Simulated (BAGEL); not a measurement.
# CH7NOSi (SMILES CO[SiH2]N): HF/cc-pVDZ (density fitting with cc-pvqz-jkfit)

What is the energy change on altering one bond length of CH7NOSi at HF/cc-pVDZ (density fitting with cc-pvqz-jkfit)? 

Program for the calculation: BAGEL 1.2.2.

2 further runs of the same task are left out: 2 that didn't finish.

## (1) The structure to begin with

CH7NOSi: 11 atoms, total charge 0, spin state singlet. SMILES: `CO[SiH2]N`. The coordinates come from a PBE0-D4/def2-TZVP relaxation. This is one conformer, not always the lowest.

Bond lengths: C1–O2 1.407 Å, O2–Si3 1.648 Å, Si3–N4 1.701 Å, C1–H5 1.097 Å, C1–H6 1.091 Å, C1–H7 1.097 Å, Si3–H8 1.488 Å, Si3–H9 1.488 Å, N4–H10 1.007 Å, N4–H11 1.007 Å. Some angles: C1–O2–Si3 122.1°, O2–Si3–N4 112.5°, O2–C1–H5 111.7°, O2–C1–H6 108.5°, O2–C1–H7 111.7°, O2–Si3–H8 108.4°, O2–Si3–H9 108.6°, N4–Si3–H8 108.4°, N4–Si3–H9 108.2°, Si3–N4–H10 120.7°.

## (2) The energy at HF/cc-pVDZ (density fitting with cc-pvqz-jkfit)

Input file hf.json:

```json
{ "bagel" : [

{
  "title" : "molecule",
  "basis" : "cc-pvdz.json",
  "df_basis" : "cc-pvqz-jkfit",
  "angstrom" : "true",
  "geometry" : [
    { "atom" : "C", "xyz" : [   -0.655300,    1.711900,    0.500200 ] },
    { "atom" : "O", "xyz" : [   -0.610600,    0.508700,   -0.227100 ] },
    { "atom" : "Si", "xyz" : [    0.533800,   -0.642700,    0.054300 ] },
    { "atom" : "N", "xyz" : [    0.344700,   -2.006900,   -0.943700 ] },
    { "atom" : "H", "xyz" : [    0.258400,    2.302900,    0.362300 ] },
    { "atom" : "H", "xyz" : [   -1.501500,    2.301200,    0.142400 ] },
    { "atom" : "H", "xyz" : [   -0.790700,    1.531800,    1.573800 ] },
    { "atom" : "H", "xyz" : [    0.421900,   -1.079900,    1.472300 ] },
    { "atom" : "H", "xyz" : [    1.874600,   -0.055000,   -0.212100 ] },
    { "atom" : "H", "xyz" : [   -0.403400,   -2.661100,   -0.783300 ] },
    { "atom" : "H", "xyz" : [    0.593600,   -1.968000,   -1.918400 ] }
  ]
},
{
  "title" : "hf"
},
{
  "title" : "print",
  "file" : "orbitals.molden",
  "orbitals" : "true"
}

]}
```

The basis set cc-pVDZ is read from a file made from the Basis Set Exchange's data (not shown).

On the command line:

```
$ BAGEL_NUM_THREADS=1 BAGEL hf.json > hf.out
```

Output:

```text
* using 1 threads per process

  ===============================================================
  ===============================================================

  *** Geometry ***

  { "atom" : "C", "xyz" : [     -1.238338,      3.235022,      0.945241 ] },
  { "atom" : "O", "xyz" : [     -1.153867,      0.961304,     -0.429157 ] },
  { "atom" : "Si", "xyz" : [      1.008736,     -1.214527,      0.102612 ] },
  { "atom" : "N", "xyz" : [      0.651389,     -3.792491,     -1.783335 ] },
  { "atom" : "H", "xyz" : [      0.488305,      4.351850,      0.684648 ] },
  { "atom" : "H", "xyz" : [     -2.837424,      4.348638,      0.269097 ] },
  { "atom" : "H", "xyz" : [     -1.494206,      2.894682,      2.974051 ] },
  { "atom" : "H", "xyz" : [      0.797275,     -2.040715,      2.782244 ] },
  { "atom" : "H", "xyz" : [      3.542481,     -0.103935,     -0.400811 ] },
  { "atom" : "H", "xyz" : [     -0.762316,     -5.028750,     -1.480222 ] },
  { "atom" : "H", "xyz" : [      1.121741,     -3.718981,     -3.625251 ] },

  Number of auxiliary basis functions:      823

  Since a DF basis is specified, we compute 2- and 3-index integrals:
    o Being stored without compression. Storage requirement is 0.059 GB

  Number of basis functions:       95
  Number of electrons      :       42

    * METHOD: MOLECULE                             0.84

  *** RHF ***

  === Nuclear Repulsion ===
   180.9155862652

      * DIIS with orbital gradients will be used.

  === RHF iteration (cc-pvdz.json) ===
      0       -459.95559069          0.01696406           0.17
      1       -460.15508508          0.01085597           0.17
      2       -460.24291313          0.00137687           0.17
      3       -460.24464532          0.00053330           0.16
      4       -460.24485549          0.00010380           0.18
      5       -460.24486580          0.00002643           0.17
      6       -460.24486643          0.00000806           0.18
      7       -460.24486653          0.00000217           0.18
      8       -460.24486654          0.00000083           0.18
      9       -460.24486654          0.00000027           0.18
     10       -460.24486654          0.00000014           0.18
     11       -460.24486654          0.00000004           0.19
     12       -460.24486654          0.00000001           0.19
     13       -460.24486654          0.00000000           0.19
    * SCF iteration converged.

    * Permanent dipole moment:
           (    0.113677,    -0.044564,     0.062654) a.u.

    * METHOD: HF                                   2.81

    * METHOD: PRINT                                0.02

  ===============================================================
```

Wall time 3.9 s (1 thread of Arm Neoverse V1, shared host); peak memory 0.19 GiB.

## (3) The distorted shape, same level

Input file calc.json:

```json
{ "bagel" : [

{
  "title" : "molecule",
  "basis" : "cc-pvdz.json",
  "df_basis" : "cc-pvqz-jkfit",
  "angstrom" : true,
  "geometry" : [
    { "atom" : "C", "xyz" : [   -0.779751,    1.692450,    0.987555 ] },
    { "atom" : "O", "xyz" : [   -0.735051,    0.489250,    0.260255 ] },
    { "atom" : "Si", "xyz" : [    0.409349,   -0.662150,    0.541655 ] },
    { "atom" : "N", "xyz" : [    0.220249,   -2.026350,   -0.456345 ] },
    { "atom" : "H", "xyz" : [    0.133949,    2.283450,    0.849655 ] },
    { "atom" : "H", "xyz" : [   -1.625951,    2.281750,    0.629755 ] },
    { "atom" : "H", "xyz" : [   -0.915151,    1.512350,    2.061155 ] },
    { "atom" : "H", "xyz" : [    0.297449,   -1.099350,    1.959655 ] },
    { "atom" : "H", "xyz" : [    1.750149,   -0.074450,    0.275255 ] },
    { "atom" : "H", "xyz" : [   -0.527851,   -2.680550,   -0.295945 ] },
    { "atom" : "H", "xyz" : [    0.593600,   -1.968000,   -1.918400 ] }
  ]
},
{ "title" : "hf" },
{ "title" : "print", "file" : "orbitals.molden", "orbitals" : true }

]}
```

The basis set cc-pVDZ is read from a file made from the Basis Set Exchange's data (not shown).

On the command line:

```
$ BAGEL_NUM_THREADS=1 BAGEL calc.json > calc.out
```

Output:

```text
* using 1 threads per process

  ===============================================================
  ===============================================================

  *** Geometry ***

  { "atom" : "C", "xyz" : [     -1.473516,      3.198267,      1.866208 ] },
  { "atom" : "O", "xyz" : [     -1.389045,      0.924549,      0.491811 ] },
  { "atom" : "Si", "xyz" : [      0.773557,     -1.251282,      1.023580 ] },
  { "atom" : "N", "xyz" : [      0.416210,     -3.829247,     -0.862367 ] },
  { "atom" : "H", "xyz" : [      0.253127,      4.315095,      1.605615 ] },
  { "atom" : "H", "xyz" : [     -3.072602,      4.311883,      1.190064 ] },
  { "atom" : "H", "xyz" : [     -1.729385,      2.857927,      3.895018 ] },
  { "atom" : "H", "xyz" : [      0.562097,     -2.077470,      3.703211 ] },
  { "atom" : "H", "xyz" : [      3.307302,     -0.140690,      0.520157 ] },
  { "atom" : "H", "xyz" : [     -0.997494,     -5.065505,     -0.559255 ] },
  { "atom" : "H", "xyz" : [      1.121741,     -3.718981,     -3.625251 ] },

  Number of auxiliary basis functions:      823

  Since a DF basis is specified, we compute 2- and 3-index integrals:
    o Being stored without compression. Storage requirement is 0.059 GB

  Number of basis functions:       95
  Number of electrons      :       42

    * METHOD: MOLECULE                             0.87

  *** RHF ***

  === Nuclear Repulsion ===
   178.9544384219

      * DIIS with orbital gradients will be used.

  === RHF iteration (cc-pvdz.json) ===
      0       -459.82323677          0.01743528           0.20
      1       -460.02252468          0.01242873           0.19
      2       -460.14251114          0.00148687           0.19
      3       -460.14506863          0.00036907           0.19
      4       -460.14521645          0.00011532           0.19
      5       -460.14523667          0.00003499           0.19
      6       -460.14523925          0.00001120           0.19
      7       -460.14523950          0.00000311           0.19
      8       -460.14523952          0.00000163           0.19
      9       -460.14523952          0.00000076           0.19
     10       -460.14523952          0.00000033           0.19
     11       -460.14523952          0.00000014           0.19
     12       -460.14523952          0.00000005           0.19
     13       -460.14523952          0.00000002           0.19
     14       -460.14523952          0.00000001           0.20
    * SCF iteration converged.

    * Permanent dipole moment:
           (    0.102401,    -0.060537,     0.100663) a.u.

    * METHOD: HF                                   3.26

    * METHOD: PRINT                                0.02

  ===============================================================
```

Wall time 4.5 s (1 thread of Arm Neoverse V1, shared host); peak memory 0.19 GiB.

## (4) Results

At HF/cc-pVDZ (density fitting with cc-pvqz-jkfit):

| quantity | value |
| --- | --- |
| first shape: total energy | -460.24487 Eh |
| first shape: dipole moment | 0.35 D |
| first shape: HOMO energy | -11.25 eV |
| first shape: LUMO energy | 4.73 eV |
| first shape: HOMO–LUMO gap | 15.98 eV |
| distorted shape: total energy | -460.14524 Eh |
| distorted shape: dipole moment | 0.40 D |
| distorted shape: HOMO energy | -11.14 eV |
| distorted shape: LUMO energy | 2.64 eV |
| distorted shape: HOMO–LUMO gap | 13.78 eV |
| energy change with the N4–H11 bond stretched from 1.007 to 1.510 Å | 2.711 eV |

In words: With the N4–H11 bond stretched from 1.007 to 1.510 Å the energy rises by 2.71 eV (262 kJ/mol). The first shape isn't relaxed at this level, so the change isn't measured from a minimum.
